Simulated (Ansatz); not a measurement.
A first try at a rigid scan of one bond length of H5NOSi2, SMILES N[Si]O[SiH3], using Ansatz 0.2.0, Python API.

Script `scan_h5nosi2.py`:
```python
# -*- coding: utf-8 -*-
"""Stretching a bond of H5NOSi2, the rest held rigid."""

import warnings

import ansatz as az
import matplotlib.pyplot as plt
import numpy as np

warnings.simplefilter("ignore", az.DeckWarning)

geometry_ang = [
    ("N", [-0.8457, 2.157, -0.8335]),
    ("Si", [-0.9433, 1.1436, 0.4827]),
    ("O", [0.0051, -0.0993, 0.004]),
    ("Si", [0.6659, -1.5335, 0.6152]),
    ("H", [0.0751, 2.4503, -1.0536]),
    ("H", [-1.1976, 1.7179, -1.6806]),
    ("H", [-0.5356, -2.4273, 0.9145]),
    ("H", [1.519, -2.1745, -0.3827]),
]
mol = az.Crystal.molecule()
for symbol, xyz in geometry_ang:
    mol = mol.atom(symbol, xyz)

symbols = [site.symbol for site in mol.cartesian_sites]
start = np.array([site.position_ang for site in mol.cartesian_sites])
axis = (start[6] - start[3]) / np.linalg.norm(start[6] - start[3])
moving = [6]
lengths, energies = [1.344, 1.405, 1.466, 1.527, 1.588, 1.649, 1.71, 1.802], []
for length in lengths:
    xyz = start.copy()
    xyz[moving] += (length - np.linalg.norm(start[6] - start[3])) * axis
    point = az.Crystal.molecule()
    for symbol, place in zip(symbols, xyz):
        point = point.atom(symbol, place.tolist())
    calc = (
        point.calculation()
        .basis(gaussian="6-31G*")
        .functional("pbe", dispersion="d3bj")
    )
    data = calc.run().report
    energies.append(data["free_energy_ev"])
    print(f"r = {length:6.3f} A  E = {energies[-1]:.5f} eV  <S^2> = {abs(data['mean_field']['state']['spin_squared']):.3f}")

# quartic fit about the minimum
fit = np.polynomial.Polynomial.fit(lengths, np.array(energies) - min(energies), 4).convert()
roots = [r.real for r in fit.deriv().roots() if abs(r.imag) < 1e-9 and fit.deriv(2)(r.real) > 0]
r_e = min(roots, key=lambda r: abs(r - lengths[int(np.argmin(energies))]))
print(f"minimum of the fit at {r_e:.4f} A, force constant {fit.deriv(2)(r_e):.2f} eV/A^2")
plt.figure(figsize=(4.5, 3))
plt.plot(lengths, np.array(energies) - min(energies), "o-")
plt.xlabel("bond length (A)")
plt.ylabel("E - E(min) (eV)")
plt.tight_layout()
plt.savefig("scan.png", dpi=100)
```

```console
$ python scan_h5nosi2.py
r =  1.344 A  E = -19343.50379 eV  <S^2> = 0.750
r =  1.405 A  E = -19343.68710 eV  <S^2> = 0.750
r =  1.466 A  E = -19343.77397 eV  <S^2> = 0.750
r =  1.527 A  E = -19343.78717 eV  <S^2> = 0.750
r =  1.588 A  E = -19343.74460 eV  <S^2> = 0.750
r =  1.649 A  E = -19343.66042 eV  <S^2> = 0.750
r =  1.710 A  E = -19343.54592 eV  <S^2> = 0.750
r =  1.802 A  E = -19343.33581 eV  <S^2> = 0.750
minimum of the fit at 1.5086 A, force constant 16.39 eV/A^2
```

No error stopped it. What is wrong with the input all the same?

The fault: an atom is missing. The change:

```diff
--- before
+++ after
@@ -20,2 +20,3 @@
     ("H", [1.519, -2.1745, -0.3827]),
+    ("H", [1.3456, -1.2804, 1.9169]),
 ]
```

After the fix:

```console
$ python scan_h5nosi2.py
r =  1.344 A  E = -19361.02365 eV  <S^2> = 0.000
r =  1.405 A  E = -19361.20227 eV  <S^2> = 0.000
r =  1.466 A  E = -19361.28350 eV  <S^2> = 0.000
r =  1.527 A  E = -19361.29005 eV  <S^2> = 0.000
r =  1.588 A  E = -19361.23980 eV  <S^2> = 0.000
r =  1.649 A  E = -19361.14699 eV  <S^2> = 0.000
r =  1.710 A  E = -19361.02312 eV  <S^2> = 0.000
r =  1.802 A  E = -19360.79837 eV  <S^2> = 0.000
minimum of the fit at 1.5020 A, force constant 17.19 eV/A^2
```

Notes:
- Total energies depend on the basis set; only differences at equal settings carry meaning.
- The rest of the molecule is held rigid at a force-field or estimated start geometry, and the basis set is modest; single-reference methods fail as a bond breaks.
- The orbitals are restricted, so S² is zero by construction.
- Timing: 8 s on 1 thread of Intel(R) Xeon(R) 6975P-C (Granite Rapids) (shared host), peak memory 0.23 GiB.
